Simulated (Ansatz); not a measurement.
Below is the output of a Python script on the Python package of Ansatz (0.2.0) that makes a ladder of methods at one geometry of C₂H₆Si₂ (charge +1), SMILES [CH+]=[C][SiH2][SiH3]. Write a script that gives it. Use (for the species named): HSE06, cc-pVDZ basis, multiplicity 2. The script varies functional: hse06, blyp, revpbe, pbe, r2scan.

Input file `c2h6si2.xyz`:
```text
10

C     2.24850   -0.57450    0.44790
C     1.79920    0.41290   -0.27810
Si    0.09930    1.06720    0.00120
Si   -1.40100   -0.54910   -0.35780
H     2.61090   -1.37550    1.03690
H    -0.02090    1.54850    1.38550
H    -0.15420    2.17880   -0.92720
H    -2.75410   -0.02010   -0.13200
H    -1.28200   -1.02520   -1.74380
H    -1.14560   -1.66300    0.56740
```

```console
$ python run_methods.py
functional    E (Ha)        dipole (D)   HOMO (eV)  LUMO (eV)
hse06         -657.974084     2.284     -13.642    -11.933
blyp          -658.298733     2.052     -12.643    -12.056
revpbe        -658.209893     2.052     -12.764    -12.146
pbe           -657.931821     2.009     -12.781    -12.199
r2scan        -658.237264     2.252     -13.137    -12.180
```

One script that gives this output:

`run_methods.py`:
```python
from pathlib import Path
import warnings

import ansatz as az
import numpy as np

config = {
    "basis_set": "cc-pVDZ",
    "net_charge": 1,
}

warnings.simplefilter("ignore", az.DeckWarning)

c2h6si2 = az.Crystal.molecule_from_extxyz("c2h6si2.xyz")

model = (
    c2h6si2.calculation()
    .basis(gaussian=config["basis_set"])
    .charge(config["net_charge"])
    .spin("collinear", total=1)
)

print("functional    E (Ha)        dipole (D)   HOMO (eV)  LUMO (eV)")
for name in ["hse06", "blyp", "revpbe", "pbe", "r2scan"]:
    summary = model.functional(name).forces().orbitals().run(threads=1, runs_dir="runs").report
    lines = Path(summary["orbitals_path"]).read_text().splitlines()
    field_of = lambda key: [line.split("=")[1].strip() for line in lines if line.startswith(key)]
    orbitals = [(27.211386 * float(e), s, float(n)) for e, s, n in zip(field_of("Ene="), field_of("Spin="), field_of("Occup="))]
    homo = max(e for e, _, n in orbitals if n > 0.5)
    lumo = min(e for e, _, n in orbitals if n < 0.5)
    dipole = 4.803205 * np.linalg.norm(summary["charge_distribution"]["dipole_moment_e_ang"])
    print(f"{name:10s} {summary['free_energy_ev'] / 27.211386246:14.6f} {dipole:9.3f} {homo:11.3f} {lumo:10.3f}")
```

Total energies depend on the basis set; only differences at equal settings carry meaning. The geometry is a force-field or estimated start, not a minimum of this method, and the basis set is short of its limit. A lower total doesn't mark the better method: functionals have no common bound, and MP2 and coupled cluster aren't variational. The run takes the species as open-shell (spin multiplicity 2), which needn't be its ground state. An ion's dipole depends on the origin; the program takes it about the centre of nuclear charge. Levels such as HOMO and LUMO are orbital energies: with these approximate functionals they aren't the ionisation energy and electron affinity, and their gap isn't the fundamental gap. For Al to Cl the sets with a tight d function, cc-pV(X+d)Z, are usual. hse06 follows the composition of plane-wave codes, whose totals differ by tens of mHa, up to about 0.1 Ha, from the form usual in Gaussian-basis programs (wpbeh). Wall time of the script: 67 s on 1 thread of Arm Neoverse V2, on a shared host, peak memory 0.35 GiB.
